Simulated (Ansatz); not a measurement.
# BrClF₂Hf: how energies converge with the basis set

An exercise on one series of results from a longer session: the logs are not shown, and one member is left open.

Method: one geometry, several basis sets; program: Ansatz 0.2.0, Gaussian basis.

Levels to be run: PBE0-D4/def2-SVP; ωB97M-V/def2-SVP; PBE0-D4/def2-QZVPP; ωB97M-V/def2-QZVPP; the functionals' def2-TZVPP values are taken from earlier runs.

## Structure used throughout

The geometry comes from an earlier relaxation with PBE0-D4 in a triple-zeta def2 set; it is a stationary point. Hf takes the def2 core potential; no spin-orbit term is included.

5 atoms, charge 0, spin multiplicity 1.

Atoms are counted from 1 here; the program's logs count them from 0.

Bond lengths: F1–Hf2 1.884 Å, Hf2–F3 1.884 Å, Hf2–Cl4 2.329 Å, Hf2–Br5 2.488 Å. Angles: F1–Hf2–F3 108.1°, F1–Hf2–Cl4 109.3°, F1–Hf2–Br5 109.6°, F3–Hf2–Cl4 109.3°, F3–Hf2–Br5 109.6°, Cl4–Hf2–Br5 110.8°.

Coordinates:

```mol
BrClF2Hf
  3D, bonds by distance, orders not assigned

  5  4  0  0  0  0  0  0  0  0999 V2000
    0.2857   -0.6389    1.8159 F   0  0
    0.0697   -0.0974    0.0240 Hf  0  0
    1.4176   -0.9212   -1.0035 F   0  0
   -2.0167   -0.7915   -0.7441 Cl  0  0
    0.2934    2.3752   -0.1337 Br  0  0
  1  2  8  0
  2  3  8  0
  2  4  8  0
  2  5  8  0
M  END
```

Set-up of the first run:

in.yaml reads:

```yaml
crystal:
  periodic: [false, false, false]
  atoms:
    - {symbol: F, position_ang: [0.285707, -0.638869, 1.815928]}
    - {symbol: Hf, position_ang: [0.069729, -0.097353, 0.023953]}
    - {symbol: F, position_ang: [1.417580, -0.921157, -1.003529]}
    - {symbol: Cl, position_ang: [-2.016664, -0.791511, -0.744062]}
    - {symbol: Br, position_ang: [0.293448, 2.375187, -0.133691]}
basis:
  gaussian: {orbitals: def2-SVP}
hamiltonian: {xc: pbe0, dispersion: d4}
output: {orbitals: {seedname: orbitals}}
```

On the command line:

```
$ ansatz run in.yaml --threads 4 --pin off --events-out ev --progress --plain --max-ram 10444MiB
```

Steps of the session up to this table: PBE0-D4 in def2-SVP; ωB97M-V in def2-SVP; PBE0-D4 in def2-QZVPP; ωB97M-V in def2-QZVPP.

One table of the session follows, with a row left open; its other results are not shown here.

It belongs to the step «Functionals by basis». 

```
functional       basis  HOMO (eV)  LUMO (eV)
   PBE0-D4    def2-SVP      -9.24      -1.73
   PBE0-D4  def2-TZVPP          ?          ?
   PBE0-D4  def2-QZVPP      -9.26      -1.75
   ωB97M-V    def2-SVP     -11.39       0.42
   ωB97M-V  def2-TZVPP     -11.43       0.36
   ωB97M-V  def2-QZVPP     -11.44       0.25
```

Q: Estimate the row for PBE0-D4, def2-TZVPP from the others.

As computed: HOMO (eV): -9.25; LUMO (eV): -1.74. In the column «HOMO (eV)» it lies between PBE0-D4, def2-QZVPP (-9.26) and PBE0-D4, def2-SVP (-9.24).
